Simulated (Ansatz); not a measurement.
# CH6OSn: the cost of one run

Method: RKS PBE0-D4/def2-SVP, in Ansatz 0.2.0.

### Step 1. The structure to begin with

Bond lengths: Sn1–O2 1.960 Å, O2–H3 1.010 Å, Sn1–C4 2.150 Å, C4–H5 1.110 Å, C4–H6 1.110 Å, C4–H7 1.110 Å, Sn1–H8 1.739 Å, Sn1–H9 1.739 Å. Angles: Sn1–O2–H3 109.5°, O2–Sn1–C4 109.5°, O2–Sn1–H8 109.5°, O2–Sn1–H9 109.5°, C4–Sn1–H8 109.5°, C4–Sn1–H9 109.5°, H8–Sn1–H9 109.5°, Sn1–C4–H5 109.5°, Sn1–C4–H6 109.5°, Sn1–C4–H7 109.5°, H5–C4–H6 109.4°, H5–C4–H7 109.4°, H6–C4–H7 109.4°.

Structure file:

```xyz
9

Sn    0.0000    0.0000    0.0000
O     0.0000    0.0000    1.9600
H    -0.9095   -0.2814    2.2971
C     2.0274    0.0000   -0.7160
H     2.3751   -1.0463   -0.8441
H     2.0760    0.5276   -1.6913
H     2.6794    0.5187    0.0175
H    -0.8195    1.4198   -0.5794
H    -0.8195   -1.4198   -0.5794
```

### Step 2. Relaxing the start

input.yaml

```yaml
crystal:
  periodic: [false, false, false]
  atoms:
    - { symbol: Sn, position_ang: [0.0, 0.0, 0.0] }
    - { symbol: O, position_ang: [0.0, 0.0, 1.96] }
    - { symbol: H, position_ang: [-0.9095, -0.2814, 2.2971] }
    - { symbol: C, position_ang: [2.0274, 0.0, -0.716] }
    - { symbol: H, position_ang: [2.3751, -1.0463, -0.8441] }
    - { symbol: H, position_ang: [2.076, 0.5276, -1.6913] }
    - { symbol: H, position_ang: [2.6794, 0.5187, 0.0175] }
    - { symbol: H, position_ang: [-0.8195, 1.4198, -0.5794] }
    - { symbol: H, position_ang: [-0.8195, -1.4198, -0.5794] }
basis:
  gaussian: { orbitals: def2-SVP }
hamiltonian:
  xc: pbe0
  dispersion: d4
relax:
  f_tol: 0.02
  max_steps: 40
```

On the command line:

```sh
$ ansatz run input.yaml --threads 1 --pin off --max-ram 2048MiB --backend cpu --events-out ev --progress --plain --runs-dir out
```

What time and memory should one allow on 1 thread of Arm Neoverse V2, shared host?

About 57 s, with a peak of 0.17 GiB.
